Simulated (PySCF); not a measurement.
**One shape, several levels: C2H5FOSi (SMILES FC1CO[SiH2]1)**

Wanted: a comparison of 6 runs (B3LYP/def2-SVP, PBE0/def2-SVP, r2SCAN/def2-SVP, revPBE/def2-SVP, wB97X/def2-SVP, CCSD(T)/def2-SVP) of C2H5FOSi. The job is set up through a Python script.

The calculation is run with PySCF 2.14.0.

1 further run of the same task is left out (set aside as unsound or not needed).

## 1. The molecule

The species is C2H5FOSi (10 atoms), meant as a singlet with charge 0. As SMILES, `FC1CO[SiH2]1`. The shape is that of a PBE0-D4/def2-TZVP optimisation.

Bond lengths: F1–C2 1.381 Å, C2–C3 1.541 Å, C3–O4 1.445 Å, C2–Si5 1.901 Å, O4–Si5 1.669 Å, C2–H6 1.092 Å, C3–H7 1.094 Å, C3–H8 1.093 Å, Si5–H9 1.486 Å, Si5–H10 1.485 Å. Some angles: F1–C2–C3 113.3°, F1–C2–Si5 118.4°, C3–C2–Si5 82.8°, C2–C3–O4 101.7°, C3–O4–Si5 94.5°, C2–Si5–O4 80.7°, F1–C2–H6 108.1°, C3–C2–H6 113.6°, Si5–C2–H6 118.8°, C2–C3–H7 110.5°.

## 2. The energy at B3LYP/def2-SVP (run 1)

Input file input.py:

```python
from pyscf import gto, dft

mol = gto.M(
    atom='''
F     -3.440057    -0.619452    -1.532379
C     -1.655589    -0.157036     0.315395
C      0.549343    -2.059424     0.289695
O      2.702119    -0.408937    -0.022488
Si     0.964327     2.196051    -0.390795
H     -2.627664    -0.044975     2.131233
H      0.372843    -3.351240    -1.314305
H      0.757402    -3.146583     2.033345
H      1.551087     4.211633     1.474742
H      0.983036     3.283021    -2.978775
''',
    basis='def2-svp',
    unit='bohr',
    max_memory=1860,
    verbose=3,
)

mf = dft.RKS(mol, xc='b3lyp')
mf.conv_tol = 1e-10
mf.grids.level = 5
mf.kernel()
if not mf.converged:
    mf = mf.newton().run(mf.mo_coeff, mf.mo_occ)

etot = mf.e_tot
print(f'total energy: {etot:.8f} hartree')
```

Command:

```console
$ OMP_NUM_THREADS=1 python input.py
```

Log:

```text
converged SCF energy = -543.496211464159
total energy: -543.49621146 hartree
```

Wall time 26 s (1 thread of Intel Xeon at 2.70GHz, shared host); peak memory 0.51 GiB.

## 3. A single-point energy at PBE0/def2-SVP (run 2)

Input file job.py:

```python
# FC1CO[SiH2]1
from pyscf import gto, dft

system = gto.M(
    atom='''
F   -1.820400  -0.327800  -0.810900
C   -0.876100  -0.083100   0.166900
C    0.290700  -1.089800   0.153300
O    1.429900  -0.216400  -0.011900
Si   0.510300   1.162100  -0.206800
H   -1.390500  -0.023800   1.127800
H    0.197300  -1.773400  -0.695500
H    0.400800  -1.665100   1.076000
H    0.820800   2.228700   0.780400
H    0.520200   1.737300  -1.576300
''',
    spin=0,
    basis='def2-svp',
    max_memory=1860,
    verbose=3,
)

mf = dft.RKS(system, xc='pbe0')
mf.grids.level = 5
mf.conv_tol = 1e-10
mf.kernel()
if not mf.converged:
    mf = mf.newton().run(mf.mo_coeff, mf.mo_occ)

energy = mf.e_tot
print('E(%s) = %.9f' % ('PBE0', energy))
```

Command:

```console
$ OMP_NUM_THREADS=1 python job.py
```

Log:

```text
converged SCF energy = -543.087150962742
E(PBE0) = -543.087150963
```

It took 22 s on 1 thread of Intel Xeon at 2.70GHz, shared host; peak memory 0.51 GiB.

Run 3 isn't shown in full; the table further down has it.

## 4. A single-point energy at revPBE/def2-SVP (run 4)

Edit input.py of step 2 so:

```diff
@@ -15,11 +15,13 @@
 ''',
+    unit='bohr',
     basis='def2-svp',
-    unit='bohr',
     max_memory=1860,
     verbose=3,
+    spin=0,
+    charge=0,
 )
 
-mf = dft.RKS(mol, xc='b3lyp')
+mf = dft.RKS(mol, xc='revpbe')
+mf.grids.level = 5
 mf.conv_tol = 1e-10
-mf.grids.level = 5
 mf.kernel()
@@ -29,2 +31,2 @@
 etot = mf.e_tot
-print(f'total energy: {etot:.8f} hartree')
+print('E = %.10f Eh' % etot)
```

Command:

```console
$ OMP_NUM_THREADS=1 python input.py
```

Log:

```text
converged SCF energy = -543.33251963366
E = -543.3325196337 Eh
```

It took 27 s on 1 thread of Intel Xeon at 2.70GHz, shared host; peak memory 0.51 GiB.

Run 5 isn't shown in full; the table further down has it.

## 5. A single-point energy at CCSD(T)/def2-SVP (run 6)

Input file input.py:

```python
from pyscf import gto, scf, cc

mol = gto.M(
    atom=[
    ('F', (-1.820400, -0.327800, -0.810900)),
    ('C', (-0.876100, -0.083100, 0.166900)),
    ('C', (0.290700, -1.089800, 0.153300)),
    ('O', (1.429900, -0.216400, -0.011900)),
    ('Si', (0.510300, 1.162100, -0.206800)),
    ('H', (-1.390500, -0.023800, 1.127800)),
    ('H', (0.197300, -1.773400, -0.695500)),
    ('H', (0.400800, -1.665100, 1.076000)),
    ('H', (0.820800, 2.228700, 0.780400)),
    ('H', (0.520200, 1.737300, -1.576300)),
],
    verbose=3,
    max_memory=1860,
    basis='def2-svp',
)

myscf = scf.RHF(mol)
myscf.conv_tol = 1e-10
myscf.kernel()
if not myscf.converged:
    myscf = myscf.newton().run(myscf.mo_coeff, myscf.mo_occ)

mycc = cc.CCSD(myscf, frozen=9)
mycc.kernel()
e_t = mycc.ccsd_t()
e_tot = mycc.e_tot + e_t
print('E(%s) = %.9f' % ('CCSD(T)', e_tot))
```

Command:

```console
$ OMP_NUM_THREADS=1 python input.py
```

Log:

```text
converged SCF energy = -541.574787867791
E(CCSD) = -542.3469287067101  E_corr = -0.7721408389193634
CCSD(T) correction = -0.0198780633869398
E(CCSD(T)) = -542.366806770
```

Run time: 45 s. Hardware: 1 thread of Intel Xeon at 2.70GHz, shared host; peak memory 0.66 GiB.

## 6. Overview of the runs

| run | level | integration grid | frozen core orbitals | energy (Eh) | dipole moment (D) of the reference | HOMO energy (eV) | LUMO energy (eV) | wall time |
| --- | --- | --- | --- | --- | --- | --- | --- | --- |
| 1 | B3LYP/def2-SVP | 5 | – | -543.496211 | 1.20 | -7.74 | -0.26 | 26 s |
| 2 | PBE0/def2-SVP | 5 | – | -543.087151 | 1.22 | -8.01 | -0.07 | 22 s |
| 3 | r2SCAN/def2-SVP | 5 | – | -543.320231 | 1.19 | -6.83 | -0.67 | 45 s |
| 4 | revPBE/def2-SVP | 5 | – | -543.332520 | 1.10 | -6.41 | -0.86 | 27 s |
| 5 | wB97X/def2-SVP | 5 | – | -543.411096 | 1.26 | -10.42 | 2.10 | 32 s |
| 6 | CCSD(T)/def2-SVP | – | 9 | -542.366807 | 1.48 | -11.64 | 3.38 | 45 s |

## 7. Outcome

| quantity | value |
| --- | --- |
| run 6: total energy | -542.36681 Eh |
| run 6: dipole moment (Hartree–Fock density) | 1.48 D |
| run 6: HOMO energy (Hartree–Fock orbitals) | -11.64 eV |
| run 6: LUMO energy (Hartree–Fock orbitals) | 3.38 eV |
| run 6: HOMO–LUMO gap (Hartree–Fock orbitals) | 15.02 eV |
| run 6: correlation energy (9 core orbitals frozen) | -792.0 mEh |
| run 6: (T) correction | -19.88 mEh |
| run 6: T1 diagnostic | 0.012 |

Over runs 1, 2, 3, 4, 5 the dipole moment (its size) runs from 1.10 D (revPBE/def2-SVP) to 1.26 D (wB97X/def2-SVP). Over runs 1, 2, 3, 4, 5 the HOMO–LUMO gap runs from 5.55 eV (revPBE/def2-SVP) to 12.52 eV (wB97X/def2-SVP). Totals of different functionals can't be ranked against each other. All runs together took 3.3 min, the longest 45 s.
